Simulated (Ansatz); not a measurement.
CdTe, space group F-43m, a convergence test of the plane-wave cutoff

With the Python package of Ansatz (0.2.0).

The cells in order, each with its output:

```python
import warnings

import ansatz
from pymatgen.core import Lattice, Structure
from pymatgen.io.ase import AseAtomsAdaptor
```

```python
warnings.simplefilter("ignore", ansatz.DeckWarning)
```

```python
pmg_structure = Structure(
    Lattice([(0.0, 3.205, 3.205), (3.205, 0.0, 3.205), (3.205, 3.205, 0.0)]),
    ["Cd", "Te"],
    [
        (0.0, 0.0, 0.0),
        (0.25, 0.25, 0.25),
    ],
)
system = ansatz.Crystal.from_ase(AseAtomsAdaptor.get_atoms(pmg_structure))
```

```python
system.resolved().tree()["lattice"]
```

    ((0.0, 3.205, 3.205), (3.205, 0.0, 3.205), (3.205, 3.205, 0.0))

```python
setup = (
    system.calculation()
    .occupations(ansatz.OccupationsMethod.FIXED)
    .functional("pbe")
    .kpoints(6, 6, 6)
    .forces()
    .stress()
)
```

```python
rows = []
for value in [300, 400, 500, 600, 700, 800]:
    summary = setup.basis(value).run(threads=1).report
    rows.append((value, summary["free_energy_ev"] / len(summary["lattice"]["sites"]), summary["n_iterations"], sum(summary["stress_gpa"][i][i] for i in range(3)) / 3, max(abs(f) for row in summary["forces_ev_ang"] for f in row), summary["n_pw"]))

print(" cutoff (eV)   F/atom (eV)    iterations       P (GPa)  max component (eV/A)   plane waves")
for row in rows:
    print(f"{str(row[0]):>12s}  {row[1]:12.5f}  {row[2]:12d}  {row[3]:12.3f}  {row[4]:20.4f}  {row[5]:12d}")
```

     cutoff (eV)   F/atom (eV)    iterations       P (GPa)  max component (eV/A)   plane waves
             300   -7617.53575             6         4.323                0.0000           749
             400   -7617.62604             6         4.259                0.0000          1243
             500   -7617.62805             6         4.255                0.0000          1687
             600   -7617.62824             6         4.254                0.0000          2133
             700   -7617.62831             6         4.254                0.0000          2733
             800   -7617.62834             6         4.254                0.0000          3383

```python
for row in rows[:-1]:
    shift = 1000 * (row[1] - rows[-1][1])
    print(f"{row[0]}: {shift:+.2f} meV/atom" + ("  (within 1 meV)" if abs(shift) < 1 else ""))
```

    300: +92.59 meV/atom
    400: +2.30 meV/atom
    500: +0.29 meV/atom  (within 1 meV)
    600: +0.10 meV/atom  (within 1 meV)
    700: +0.03 meV/atom  (within 1 meV)

From 500 eV on it stays within 1 meV an atom of the value at 800 eV; the first row (300 eV) is off by 92.6 meV and the last but one by 0.03 meV. The energy falls steadily, as expected when plane waves are added. The pressure moves from 4.32 to 4.25 GPa (the program's stress holds a Pulay correction, so it settles early).

What to keep in mind:
- Forces vanish by symmetry here and test nothing.
- Of the deposited cell: the entry's cell lengths or inner coordinates differ somewhat from later room-temperature determinations.
- Pressure is positive in compression.
- The structure is a deposited one; some such entries were measured under pressure or heat, so a shift against it needn't be the functional's error alone.
- Shifts are counted from the last row, which is itself no proven limit.
- The script silences the warnings on its input, which a real study should read.
- Finished in 17 s on 1 thread of Intel(R) Xeon(R) Platinum 8259CL CPU @ 2.50GHz (Skylake/Cascade Lake), on a shared host, peak memory 0.54 GiB.
